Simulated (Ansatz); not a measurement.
# SbMo (rocksalt type): how the settings move a single-point run

Aim: see which settings change the result for SbMo (rocksalt type), by how much, and at what cost.

Program: Ansatz 0.2.0. Level of theory: reference: DFT, LDA, norm-conserving pseudopotentials, Ansatz's default files, scalar-relativistic. These are calculated values, not measurements.

1 further run of the same task is left out (it didn't finish). Runs told in other sessions of the task aren't counted.

**1. The starting structure**

The structure is cubic, space group Fm-3m (No. 225). The conventional cell has a = 4.810 Å, b = 4.810 Å, c = 4.810 Å, α = 90.00°, β = 90.00°, γ = 90.00°. Mo (site symmetry m-3m) is surrounded by 6 Sb at 2.41 Å. Sb (site symmetry m-3m) has 6 Mo at 2.41 Å in its first shell of neighbours.

Coordinates:

```xyz
2
Lattice="0.0000 2.4052 2.4052 2.4052 0.0000 2.4052 2.4052 2.4052 0.0000" Properties=species:S:1:pos:R:3 pbc="T T T"
Mo    0.0000    0.0000    0.0000
Sb    2.4052    2.4052    2.4052
```

**2. Reference**

The input, input.yaml:

```yaml
crystal:
  lattice:
    - [0.0, 2.4052293964, 2.4052293964]
    - [2.4052293964, 0.0, 2.4052293964]
    - [2.4052293964, 2.4052293964, 0.0]
  atoms:
    - { symbol: Mo, position: [0.0, 0.0, 0.0] }
    - { symbol: Sb, position: [0.5, 0.5, 0.5] }
kpoints:
  mp_grid: { grid: [13, 13, 13] }
scf:
  occupations: { method: fermi_dirac, width: 0.1 }
hamiltonian:
  xc: lda
  pseudopotentials: { kind: nc }
output:
  forces: true
  stress: true
  eigenvalues: true
```

On the command line:

```console
ansatz run input.yaml --threads 1 --pin off --max-ram 2048MiB --backend cpu --events-out ev --progress --plain --runs-dir out
```

**3. Changing settings: chi_scale 0.3**

input.yaml, as its differences from that of step 2:

```diff
@@ -12,2 +12,3 @@
   occupations: { method: fermi_dirac, width: 0.1 }
+  initial_density: { chi_scale: 0.3 }
 hamiltonian:
```

Before running it: what results should come out? Wanted: for each run, ending; energy change; pressure; gap; force.

The runs gave:

| run | ending | energy change | pressure (GPa) | gap (eV) | force (eV/Å) | cycles | time |
| --- | --- | --- | --- | --- | --- | --- | --- |
| reference | converged | 0 | 116.3 | 0.00 | 0.00 | 6 | 8.9 s |
| 1: chi_scale 0.3 | converged | 0.0 meV/atom | 116.3 | 0.00 | 0.00 | 7 | 9.4 s |

Residual by cycle in the longest SCF loop of each run; runs are numbered as in the table. The quantity is the density residual dr2, in eV.

| cycle | reference | run 1 |
| --- | --- | --- |
| 1 | 0.46 | 0.925 |
| 2 | 0.0829 | 0.127 |
| 3 | 0.00288 | 0.00249 |
| 4 | 5.3e-5 | 1.0e-4 |
| 5 | 1.3e-6 | 4.5e-6 |
| 6 | 2.4e-8 | 2.0e-7 |
| 7 | - | 3.0e-9 |

With the changed start the energy agrees within 0.5 meV/atom. Cost: 7 SCF cycles against 6. The structure is not at rest: the sound run finds 116 GPa, so these are no properties of the relaxed crystal. The reference leaves spin out although Mo can carry a moment, so its state need not be the lowest.
